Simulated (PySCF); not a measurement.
# C5HCrN5S ([Cr(SH)(CN)5]4-): the cost of one run

Programs: PySCF 2.14.0, with routines of our own; each step states its level. All values are computed. Atoms count from 0.

## (1) The starting structure

13 atoms, charge -4, states of the metal's open shell are computed; geometry from: GFN2-xTB.

## (2) Ligand-field states: state-averaged CASSCF in water

Job settings and geometry (Å):

```
{"job": {"kind": "lf", "basis": {"metal": "x2c-TZVPall", "ligand": "x2c-SVPall"}, "nevpt": true, "tol": 5, "solvent": "water"}, "charge": -4, "metal": "Cr", "open_shell": "d4"}
Cr     0.000000     0.000000     0.000000
S     -0.068766    -0.027920     3.115928
H     -1.203194    -0.728478     2.945423
C     -0.023630    -0.008202    -1.977988
N     -0.057879    -0.016935    -3.159847
C      1.977673    -0.004670     0.203200
N      3.136040    -0.012619     0.423851
C     -1.974588    -0.016537     0.223218
N     -3.125074    -0.056960     0.484334
C     -0.006635     1.978284     0.200286
N     -0.019116     3.137065     0.417588
C     -0.018514    -1.977501     0.209883
N     -0.063342    -3.133893     0.441000
```

Level: state-averaged CASSCF of the metal d shell, SC-NEVPT2 on the averaged canonical orbitals, state-interaction spin-orbit coupling.

The run is started by

```sh
> OMP_NUM_THREADS=1 python lf_run.py task.json out
```

The driver reads the jobs from task.json and runs them one after another.

Q: Estimate the wall time and peak memory of this first job on 1 thread of Arm Neoverse V1, shared host.

About 41 s, with a peak of 0.6 GiB.
